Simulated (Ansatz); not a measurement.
BrCl, the interaction energy of a dimer with the counterpoise correction

Program: Ansatz's Python interface.

Run as a notebook:

**Cell 1**
```python
import ansatz as az
```

**Cell 2**
```python
BASIS_SET = "def2-SVP"
XC = "PBE0"
```

**Cell 3**
```python
FIRST = [
    ("Br", (0.0, 0.0, -1.0425)),
    ("Cl", (0.0, 0.0, 1.0425)),
]
SECOND = [
    ("Br", (-2.6041, -2.3284, -2.3164)),
    ("Cl", (-4.3277, -1.1827, -2.0641)),
]
```

**Cell 4**
```python
def energy(atoms, ghosts=()):
    molecule = az.Crystal.molecule()
    for symbol, xyz in atoms:
        molecule = molecule.atom(symbol, xyz)
    calc = (
        molecule.calculation()
        .basis(gaussian=BASIS_SET)
        .functional(XC)
        .scf(lower_state_search="light")
    )
    deck = calc.input()
    if ghosts:
        deck = deck.set(az.key.basis.gaussian.ghost_atoms, [{"symbol": s, "position_ang": list(xyz)} for s, xyz in ghosts])
    return az.Session.from_dict(deck).plan().execute().report["free_energy_ev"]

both = energy(FIRST + SECOND)
alone = energy(FIRST) + energy(SECOND)
ghosted = energy(FIRST, SECOND) + energy(SECOND, FIRST)
print(f"dimer {both:.6f} eV")
print(f"interaction, uncorrected   {96.485332 * (both - alone):8.3f} kJ/mol")
print(f"interaction, counterpoise  {96.485332 * (both - ghosted):8.3f} kJ/mol")
print(f"basis-set superposition    {96.485332 * (alone - ghosted):8.3f} kJ/mol")
```
Output:
```text
dimer -165087.027150 eV
interaction, uncorrected      0.883 kJ/mol
interaction, counterpoise     2.826 kJ/mol
basis-set superposition       1.942 kJ/mol
```

Uncorrected it is 0.883 kJ/mol, with the counterpoise correction 2.826 kJ/mol; the difference, 1.943 kJ/mol, is the superposition error. In this basis both values are repulsive.

What to keep in mind:
- The settings weren't tested for convergence.
- The dimer is a generated trial pose of unrelaxed monomers, not a minimum, so the figure is no binding energy, and the basis set is small.
- This level lacks the dispersion part of the attraction (electrostatics and induction are there), which can decide the sign where the interaction is weak.
- The spin state was assumed, and another may lie lower.
- Hardware and time: 8.8 s on 1 thread of Arm Neoverse V2 (shared host), peak memory 0.29 GiB.
